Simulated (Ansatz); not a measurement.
# ScW3: the cost of one run

Method: DFT PBE, scalar-relativistic, plane waves, PAW, in Ansatz 0.2.0.

## (1) The system as given

Symmetry: Pm-3m, No. 221, cubic system. Conventional cell: a = 4.277 Å, b = 4.277 Å, c = 4.277 Å, α = 90.00°, β = 90.00°, γ = 90.00°. Around Sc (site symmetry m-3m) lie 12 W at 3.02 Å. Around W (site symmetry 4/mmm) lie 4 Sc at 3.02 Å and 8 W at 3.02 Å.

As a file:

```cif
data_structure
_symmetry_space_group_name_H-M 'P 1'
_symmetry_Int_Tables_number 1
_cell_length_a 4.2773
_cell_length_b 4.2773
_cell_length_c 4.2773
_cell_angle_alpha 90.000
_cell_angle_beta 90.000
_cell_angle_gamma 90.000
_cell_volume 78.25
loop_
_atom_site_label
_atom_site_type_symbol
_atom_site_fract_x
_atom_site_fract_y
_atom_site_fract_z
_atom_site_occupancy
Sc1 Sc 0.00000 0.00000 0.00000 1
W1 W 0.00000 0.50000 0.50000 1
W2 W 0.50000 0.50000 0.00000 1
W3 W 0.50000 0.00000 0.50000 1
```

Recipe of the guess: species swapped into a database cell of Pr3In (Pm-3m, No. 221), with W on the Pr sites and Sc on the In sites. Lengths come from tabulated atomic sizes and are only a guess.

## (2) A first look at the guess

input.yaml

```yaml
crystal:
  lattice:
    - [4.27726663, 0.0, 0.0]
    - [0.0, 4.27726663, 0.0]
    - [0.0, 0.0, 4.27726663]
  atoms:
    - { symbol: Sc, position: [0.0, 0.0, 0.0] }
    - { symbol: W, position: [0.0, 0.5, 0.5] }
    - { symbol: W, position: [0.5, 0.5, 0.0] }
    - { symbol: W, position: [0.5, 0.0, 0.5] }
basis:
  ecutwfc: 420
kpoints:
  mp_grid: { grid: [4, 4, 4] }
hamiltonian:
  xc: pbe
scf:
  occupations: { method: gaussian, width: 0.1 }
  lower_state_search: "off"
output:
  forces: true
  stress: true
  eigenvalues: true
```

On the command line:

```
> ansatz run input.yaml --threads 1 --pin off --max-ram 2560MiB --backend cpu --events-out ev --progress --plain --runs-dir out
```

Q: Estimate wall time and peak memory on 1 thread of Intel Xeon at 2.70GHz, shared host.

About 1.8 s, with a peak of 0.35 GiB.
